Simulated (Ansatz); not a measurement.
**YHO (singlet): the correlation ladder, def2-TZVPP**

One table from this session's results is given with a row withheld; the runs are named, their logs left out.

Computed with Ansatz 0.2.0, Gaussian basis. Level: def2-TZVPP, core rule «outside noble gas», up to 5 orbitals frozen.

Plan: UHF; CCSD(T) on RHF; CCSD(T) on UHF; CCSDT(Q) on RHF; CCSDT(Q) on UHF.

12 further runs of the same task are left out: 6 for a known fault of the program, 6 set aside as unsound or not needed.

## The system

The geometry is a PBE0/def2-TZVP stationary point (not a proven minimum) of the parent state, kept for this charge and spin. No spin-orbit coupling is included. Elements past krypton take def2 core potentials.

3 atoms, charge 0, spin multiplicity 1.

Atoms are counted from 1 here; the program's logs count them from 0.

Bond lengths: Y1–O2 1.980 Å, O2–H3 0.953 Å. Angles: Y1–O2–H3 180.0°.

The first run:

Contents of in.yaml:

```yaml
crystal:
  periodic: [false, false, false]
  atoms:
    - {symbol: Y, position_ang: [0.000000, 0.000000, 1.637658]}
    - {symbol: O, position_ang: [0.000000, 0.000000, -0.342501]}
    - {symbol: H, position_ang: [0.000000, 0.000000, -1.295157]}
basis:
  gaussian: {orbitals: def2-TZVPP}
magnetization: {spin_polarized: true, initial_magnetization: 0}
hamiltonian: {xc: hf}
output: {orbitals: {seedname: orbitals}}
```

Started as:

```bash
ansatz run in.yaml --threads 1 --pin off --events-out ev --progress --plain --max-ram 4096MiB --backend cpu
```

Steps of the session up to this table: UHF; CCSD(T) on RHF; CCSD(T) on UHF; CCSDT(Q) on RHF; CCSDT(Q) on UHF.

One of the session's tables, all rows but one given; the rest of the session is left out.

```
   method  from RCCSDT(Q) (meV)
      RHF                     ?
      UHF               +8648.7
     RMP2                +547.3
     UMP2                +750.6
    RCCSD                +342.6
    UCCSD                +351.8
 RCCSD(T)                 +21.4
 UCCSD(T)                 +26.6
   RCCSDT                 +20.0
   UCCSDT                 +25.6
RCCSDT(Q)                     0
UCCSDT(Q)                  +4.3
```

**Question.** Estimate the row for RHF.

**Answer.** from RCCSDT(Q) (meV): +8717.4. In the column «from RCCSDT(Q) (meV)» it is the highest.

Caveats from the session: Restricted and unrestricted rows rest on different reference determinants; where their highest levels disagree by more than a few hundredths of an eV, they describe different states and don't form one ladder.
